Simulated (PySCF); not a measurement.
# From one method to the next for Be²⁺

What do other methods print for Be²⁺?

Program: PySCF 2.14.0. Level of theory: each script names its method and basis. These are calculated values, not measurements.

1 further run of the same task is left out (it didn't finish).

## (1) The atom

Be²⁺: 1 atom, charge 2, spin multiplicity 1.

## (2) The run that the others are compared with

The input, input.py:

```python
from pyscf import gto, scf

mol = gto.M(
    atom='Be 0 0 0',
    basis='jorge-dzp',
    charge=2,
    spin=0,
    verbose=3,
)
mf = scf.UHF(mol)
mf = mf.density_fit(auxbasis='def2-universal-jkfit')
mf.kernel()
mf.analyze()
print('orbital energies (hartree):', [e[max(0, n-3):n+3].round(4) for e, n in zip(mf.mo_energy, mol.nelec)])
```

The run is started by

```sh
$ OMP_NUM_THREADS=1 python input.py
```

## (3) SCF alone

Run 1 changes step after the SCF: analyze → none.

Edit input.py of step 2 so:

```diff
@@ -12,3 +12,3 @@
 mf.kernel()
-mf.analyze()
+mf.dip_moment()
 print('orbital energies (hartree):', [e[max(0, n-3):n+3].round(4) for e, n in zip(mf.mo_energy, mol.nelec)])
```

## (4) M06l (UKS)

Run 2 changes functional: none (Hartree–Fock) → m06l; SCF type: UHF → UKS.

Edit input.py of step 2 so:

```diff
@@ -1,2 +1,2 @@
-from pyscf import gto, scf
+from pyscf import gto, dft
 
@@ -9,3 +9,3 @@
 )
-mf = scf.UHF(mol)
+mf = dft.UKS(mol, xc='m06l')
 mf = mf.density_fit(auxbasis='def2-universal-jkfit')
```

## (5) CCSD(T)

Run 3 changes step after the SCF: analyze → ccsd(t).

Edit input.py of step 2 so:

```diff
@@ -1,2 +1,2 @@
-from pyscf import gto, scf
+from pyscf import gto, scf, cc
 
@@ -12,3 +12,6 @@
 mf.kernel()
-mf.analyze()
+mycc = cc.CCSD(mf)
+mycc.kernel()
+mycc.ccsd_t()
+mf.dip_moment()
 print('orbital energies (hartree):', [e[max(0, n-3):n+3].round(4) for e, n in zip(mf.mo_energy, mol.nelec)])
```

## (6) FCI

Run 4 changes step after the SCF: analyze → fci.

Edit input.py of step 2 so:

```diff
@@ -1,2 +1,2 @@
-from pyscf import gto, scf
+from pyscf import gto, scf, fci
 
@@ -12,3 +12,4 @@
 mf.kernel()
-mf.analyze()
+print('E(FCI) =', fci.FCI(mf).kernel()[0])
+mf.dip_moment()
 print('orbital energies (hartree):', [e[max(0, n-3):n+3].round(4) for e, n in zip(mf.mo_energy, mol.nelec)])
```

## (7) TDHF

Run 5 changes step after the SCF: analyze → tddft; number of roots: none → 6.

Edit input.py of step 2 so:

```diff
@@ -1,2 +1,2 @@
-from pyscf import gto, scf
+from pyscf import gto, scf, tdscf
 
@@ -12,3 +12,7 @@
 mf.kernel()
-mf.analyze()
+td = tdscf.TDHF(mf)
+td.nstates = 6
+td.kernel()
+td.analyze()
+mf.dip_moment()
 print('orbital energies (hartree):', [e[max(0, n-3):n+3].round(4) for e, n in zip(mf.mo_energy, mol.nelec)])
```

Before running it: what results should come out? Wanted: for each run, E(SCF); from base; gap; after the SCF.

As calculated:

```tsv
run	E(SCF) (hartree)	from base (eV)	gap (eV)	after the SCF
base	-13.610578	0	136.10	n/a
SCF alone	-13.610578	0.0000	136.10	n/a
m06l (UKS)	-13.684957	not comparable	113.15	n/a
CCSD(T)	-13.610578	0.0000	136.10	CCSD(T) correlation -0.380 eV
FCI	-13.610578	0.0000	136.10	FCI correlation -0.390 eV
TDHF	-13.610578	0.0000	136.10	lowest root found 119.52 eV
```

In words: On the same reference and core, FCI gains 0.39 eV in 0.93 s; CCSD(T) reaches 97 % of that in 1.2 s. Total energies of different functionals can't be compared with each other; differences within one functional can.
